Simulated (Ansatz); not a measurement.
# Ta4C3: the cost of one run

Method: DFT PBEsol, scalar-relativistic, plane waves, PAW, in Ansatz 0.2.0.

1 further run of the same task is left out (set aside as unsound or not needed). Runs told in other sessions of the task aren't counted.

**1. The system as given**

Symmetry: R3m, No. 160, trigonal system. The conventional cell has a = 3.103 Å, b = 3.103 Å, c = 30.494 Å, α = 90.00°, β = 90.00°, γ = 120.00°. Ta (site symmetry 3m) is surrounded by 6 C at 2.24 to 2.25 Å. Ta (site symmetry 3m) is surrounded by 3 C at 2.14 Å. Around Ta (site symmetry 3m) lie 3 C at 2.17 Å. Ta (site symmetry 3m) is surrounded by 6 C at 2.19 to 2.22 Å. Around C (site symmetry 3m) lie 6 Ta at 2.17 to 2.19 Å. Around C (site symmetry 3m) lie 6 Ta at 2.14 to 2.24 Å. C (site symmetry 3m) is surrounded by 6 Ta at 2.22 to 2.25 Å.

Structure file:

```
CELL_PARAMETERS angstrom
1.55164 0.89584 10.16451
-1.55164 0.89584 10.16451
0.00000 -1.79168 10.16451
ATOMIC_POSITIONS crystal
Ta 0.37337 0.37337 0.37337
Ta 0.62446 0.62446 0.62446
Ta 0.20962 0.20962 0.20962
Ta 0.79440 0.79440 0.79440
C 0.50259 0.50259 0.50259
C 0.99602 0.99602 0.99602
C 0.08454 0.08454 0.08454
```

It goes back to an entry of the Materials Project, which need not be the stable form.

This cell was relaxed beforehand with the same method: volume 12.11 Å³/atom, gap on the mesh none (metal).

**2. The reference cell**

The reference gives a free energy of -39970.5518 eV, pressure -0.04 GPa, largest force 0.012 eV/Å and gap on the mesh none (metal). It was computed beforehand with the settings of the runs below.

**3. Normal modes**

Input file input.yaml:

```yaml
crystal:
  lattice:
    - [1.5516367285, 0.8958378829, 10.1645109918]
    - [-1.5516367285, 0.8958378829, 10.1645109918]
    - [0.0, -1.7916757658, 10.1645109918]
  atoms:
    - { symbol: Ta, position: [0.3733722062, 0.3733722062, 0.3733722062] }
    - { symbol: Ta, position: [0.6244616004, 0.6244616004, 0.6244616004] }
    - { symbol: Ta, position: [0.2096180962, 0.2096180962, 0.2096180962] }
    - { symbol: Ta, position: [0.7943974378, 0.7943974378, 0.7943974378] }
    - { symbol: C, position: [0.5025935053, 0.5025935053, 0.5025935053] }
    - { symbol: C, position: [0.9960170753, 0.9960170753, 0.9960170753] }
    - { symbol: C, position: [0.0845400888, 0.0845400888, 0.0845400888] }
basis:
  ecutwfc: 420
kpoints:
  mp_grid: { grid: [12, 12, 12] }
hamiltonian:
  xc: pbesol
scf:
  occupations: { method: gaussian, width: 0.15 }
output:
  eigenvalues: true
phonons:
  method: fd
  supercell: [1, 1, 1]
  amplitude: 0.02
  eigenvectors: true
  dielectric: false
```

Started as:

```bash
> ansatz run input.yaml --threads 2 --pin off --max-ram 5120MiB --backend cpu --events-out ev --progress --plain --runs-dir out
```

What time and memory should one allow on 2 threads of Intel Xeon 6975P-C (Granite Rapids), shared host?

About 7.4 min, with a peak of 1.7 GiB.
